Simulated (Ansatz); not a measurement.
Working through a charge-density difference against the sublattices of CaZn₃, space group Pm-3m

With the Python package of Ansatz (0.2.0).

Run as a notebook:

In [1]:
```python
import warnings

import ansatz as az
import numpy as np
```

In [2]:
```python
VECTORS = np.array([
    [4.334836, 0.0, 0.0],
    [0.0, 4.334836, 0.0],
    [0.0, 0.0, 4.334836],
])
SITES = [
    ('Ca', (0.0, 0.0, 0.0)),
    ('Zn', (0.5, 0.5, 0.0)),
    ('Zn', (0.5, 0.0, 0.5)),
    ('Zn', (0.0, 0.5, 0.5)),
]
```

In [3]:
```python
def make_crystal(cell):
    crystal = az.Crystal(lattice=az.Lattice.of(cell))
    for symbol, position in SITES:
        crystal = crystal.atom(symbol, position)
    return crystal
```

In [4]:
```python
warnings.simplefilter('ignore', az.DeckWarning)
```

In [5]:
```python
# same cell, cutoff and mesh for the crystal and its parts
def solve(crystal):
    return (
        crystal.calculation()
        .occupations('cold', width=0.05)
        .functional('PBEsol')
        .basis(460, grid_basis='typed')
        .kpoints(5, 5, 5)
        .density()
        .run(threads=1)
    )


whole = solve(make_crystal(VECTORS))
difference = whole.density().channels[0].density_e_per_ang3.copy()
binding = whole.report['free_energy_ev']
for element in ['Ca', 'Zn']:
    part = az.Crystal(lattice=az.Lattice.of(VECTORS))
    for symbol, position in SITES:
        if symbol == element:
            part = part.atom(symbol, position)
    alone = solve(part)
    difference -= alone.density().channels[0].density_e_per_ang3
    binding -= alone.report['free_energy_ev']
    print(f'{element} sublattice: {alone.report["n_electrons"]:g} electrons, {alone.report["n_iterations"]} iterations')

voxel = abs(np.linalg.det(VECTORS)) / difference.size
print(f'energy of the crystal less its unpolarised sublattices: {binding / len(SITES):.4f} eV/atom')
print(f'net charge of the difference {difference.sum() * voxel:.5f} e, charge moved {0.5 * np.abs(difference).sum() * voxel:.3f} e')
print(f'extremes {difference.min():.4f} and {difference.max():.4f} e/A^3')
for (symbol, position) in SITES:
    index = tuple(int(round(p * n)) % n for p, n in zip(position, difference.shape))
    print(f'  change of the pseudo-density at the grid point nearest {symbol}: {difference[index]:+.4f} e/A^3')
```
```text
Ca sublattice: 10 electrons, 5 iterations
Zn sublattice: 36 electrons, 7 iterations
energy of the crystal less its unpolarised sublattices: -0.7790 eV/atom
net charge of the difference -0.00000 e, charge moved 0.362 e
extremes -0.1323 and 0.0228 e/A^3
  change of the pseudo-density at the grid point nearest Ca: -0.0152 e/A^3
  change of the pseudo-density at the grid point nearest Zn: -0.1323 e/A^3
  change of the pseudo-density at the grid point nearest Zn: -0.1323 e/A^3
  change of the pseudo-density at the grid point nearest Zn: -0.1323 e/A^3
```

What to keep in mind:
- For a metal this k-point mesh is coarse: on a finer one energies can move by several to tens of meV an atom and pressures by half a GPa or more, differences at one mesh by less.
- The fields are valence quantities on the plane-wave grid; their values near the nuclei depend on the potentials.
- This cell is a computed structure, which may not be the phase found in nature.
- Charge moved counts every rearrangement, bonding and polarisation too, and is no transfer between atoms; the bare sublattices are artificial references. Values near the nuclei depend on the potentials.
- Run time: 3.1 s on 1 thread of Intel(R) Xeon(R) Platinum 8488C (Sapphire Rapids) (shared host), peak memory 0.42 GiB.

(Lines on the test bed's own set-up are left out of the output.)
